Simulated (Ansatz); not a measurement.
# CHBO2S: taking an electron away

One table from this session's results is given with a row withheld; the runs are named, their logs left out.

The runs use Ansatz 0.2.0, Gaussian basis; unrestricted cation, the program's frozen cores in correlated methods.

Levels to be run: UKS PBE-D4/def2-TZVPP; UKS r2SCAN-D4/def2-TZVPP; UKS PBE0-D4/def2-TZVPP; UKS B3LYP-D4/def2-TZVPP; UKS wB97X-V/def2-TZVPP; UKS wB97M-V/def2-TZVPP; UKS B2PLYP/def2-TZVPP; UHF-CCSD(T)/def2-TZVPP; UHF-MP2/def2-QZVPP; extrapolation to the limit; then −ε(HOMO) from the neutral's earlier runs with LDA (SPW92), PBE-D4, revPBE-D4, BLYP-D4, r2SCAN-D4, B97M-V, PBE0-D4, B3LYP-D4, r2SCANh-D4, r2SCAN0-D4, HSE06-D4, BHLYP-D4, CAM-B3LYP-D4, LC-ωPBE, ωB97X-V, ωB97M-V.

**The geometry**

The geometry comes from an earlier relaxation with PBE0-D4 in a triple-zeta def2 set; it is a stationary point.

6 atoms, charge 0, spin multiplicity 1.

Atoms are counted from 1 here; the program's logs count them from 0.

Bond lengths: O1–C2 1.122 Å, O3–B4 1.206 Å, B4–S5 1.765 Å, S5–H6 1.347 Å. Angles: O3–B4–S5 179.5°, B4–S5–H6 92.6°.

The first run:

File in.yaml:

```yaml
crystal:
  periodic: [false, false, false]
  atoms:
    - {symbol: O, position_ang: [1.622709, -2.408538, 1.254376]}
    - {symbol: C, position_ang: [1.342609, -1.371234, 0.930806]}
    - {symbol: O, position_ang: [-1.514539, -0.723506, -0.697132]}
    - {symbol: B, position_ang: [-0.839711, 0.256917, -0.503007]}
    - {symbol: S, position_ang: [0.157363, 1.683484, -0.212547]}
    - {symbol: H, position_ang: [-0.726431, 2.498777, -0.818696]}
basis:
  gaussian: {orbitals: def2-TZVPP}
total_charge: 1
magnetization: {spin_polarized: true, initial_magnetization: 1}
hamiltonian: {xc: pbe, dispersion: d4}
```

Among the steps run: Cation, UKS PBE-D4/def2-TZVPP; Cation, UKS r2SCAN-D4/def2-TZVPP; Cation, UKS PBE0-D4/def2-TZVPP; Cation, UKS B3LYP-D4/def2-TZVPP; Cation, UKS wB97X-V/def2-TZVPP; Cation, UKS wB97M-V/def2-TZVPP; Cation, UKS B2PLYP (frozen core)/def2-TZVPP; Cation, UHF-CCSD(T)/def2-TZVPP; Cation, UHF-MP2/def2-QZVPP.

One of the session's tables, all rows but one given; the rest of the session is left out.

It belongs to the step «Ionisation energies side by side». Orbital estimates, from the neutral's runs:

| functional | −ε(HOMO) (eV) |
| --- | --- |
| LDA (SPW92) | 7.34 |
| PBE-D4 | 7.19 |
| revPBE-D4 | 7.13 |
| BLYP-D4 | 7.03 |
| r2SCAN-D4 | 7.51 |
| B97M-V | 7.56 |
| PBE0-D4 | 8.53 |
| B3LYP-D4 | 8.26 |
| r2SCANh-D4 | 8.00 |
| r2SCAN0-D4 | 8.74 |
| HSE06-D4 | 8.12 |
| BHLYP-D4 | ? |
| CAM-B3LYP-D4 | 9.87 |
| LC-ωPBE | 11.27 |
| ωB97X-V | 10.89 |
| ωB97M-V | 10.73 |

Estimate the missing values for BHLYP-D4.

Worked estimate for «−ε(HOMO) (eV)». Against the share of exact exchange, BLYP-D4 (0, 7.03), B3LYP-D4 (0.2, 8.26) give a slope of 6.15 per unit share; at 0.5 the line stands at 10.10.

The run gave: −ε(HOMO) (eV): 9.72. In «−ε(HOMO) (eV)» the line misses by +0.38.
